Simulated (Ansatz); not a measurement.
# C₃H₆BF: basis-set convergence

An exercise on one series of results from a longer session: the logs are not shown, and one member is left open.

Computed with Ansatz 0.2.0, Gaussian basis. Level: one geometry, several basis sets.

The runs, in order: PBE0-D4/def2-SVP; ωB97M-V/def2-SVP; PBE0-D4/def2-QZVPP; ωB97M-V/def2-QZVPP; the functionals' def2-TZVPP values are taken from earlier runs.

**Structure used throughout**

The geometry comes from an earlier relaxation with PBE0-D4 in a triple-zeta def2 set; it is a stationary point, not always the lowest conformer.

SMILES `B/C=C(/C)F`, 11 atoms, charge 0, spin multiplicity 1.

Atoms are counted from 1 here; the program's logs count them from 0.

Bond lengths: B1–C2 1.522 Å, B1–H6 1.197 Å, B1–H7 1.195 Å, C2–C3 1.342 Å, C2–H8 1.086 Å, C3–C4 1.479 Å, C3–F5 1.333 Å, C4–H9 1.094 Å, C4–H10 1.094 Å, C4–H11 1.088 Å. Angles: C2–B1–H6 119.9°, C2–B1–H7 120.9°, H6–B1–H7 119.2°, B1–C2–C3 124.4°, B1–C2–H8 121.6°, C3–C2–H8 114.0°, C2–C3–C4 128.4°, C2–C3–F5 120.5°, C4–C3–F5 111.1°, C3–C4–H9 109.9°, C3–C4–H10 109.8°, C3–C4–H11 111.1°, H9–C4–H10 107.1°, H9–C4–H11 109.5°, H10–C4–H11 109.4°.

The first run:

File in.yaml:

```yaml
crystal:
  periodic: [false, false, false]
  atoms:
    - {symbol: B, position_ang: [-0.758723, 1.512994, 1.333183]}
    - {symbol: C, position_ang: [-0.198060, 0.197652, 0.811143]}
    - {symbol: C, position_ang: [0.097530, -0.043155, -0.475470]}
    - {symbol: C, position_ang: [0.641586, -1.280326, -1.076748]}
    - {symbol: F, position_ang: [-0.092092, 0.896839, -1.401598]}
    - {symbol: H, position_ang: [-0.995157, 1.638852, 2.499679]}
    - {symbol: H, position_ang: [-0.967864, 2.427333, 0.593294]}
    - {symbol: H, position_ang: [-0.002498, -0.640018, 1.474247]}
    - {symbol: H, position_ang: [1.587930, -1.063522, -1.580413]}
    - {symbol: H, position_ang: [-0.048180, -1.658171, -1.836912]}
    - {symbol: H, position_ang: [0.800729, -2.045480, -0.319906]}
basis:
  gaussian: {orbitals: def2-SVP}
hamiltonian: {xc: pbe0, dispersion: d4}
output: {orbitals: {seedname: orbitals}}
```

Launch:

```bash
> ansatz run in.yaml --threads 4 --pin off --events-out ev --progress --plain --max-ram 10444MiB
```

Among the steps run: PBE0-D4 in def2-SVP; ωB97M-V in def2-SVP; PBE0-D4 in def2-QZVPP; ωB97M-V in def2-QZVPP.

One table of the session follows, with a row left open; its other results are not shown here.

It belongs to the step «Functionals by basis». 

```
functional       basis  HOMO (eV)  LUMO (eV)
   PBE0-D4    def2-SVP      -7.83      -1.77
   PBE0-D4  def2-TZVPP      -7.89      -1.86
   PBE0-D4  def2-QZVPP      -7.91      -1.88
   ωB97M-V    def2-SVP          ?          ?
   ωB97M-V  def2-TZVPP     -10.08       0.13
   ωB97M-V  def2-QZVPP     -10.09       0.07
```

Q: Estimate the row for ωB97M-V, def2-SVP from the others.

**Answer.** HOMO (eV): -10.00; LUMO (eV): 0.30. In the column «HOMO (eV)» it lies between ωB97M-V, def2-TZVPP (-10.08) and PBE0-D4, def2-QZVPP (-7.91).
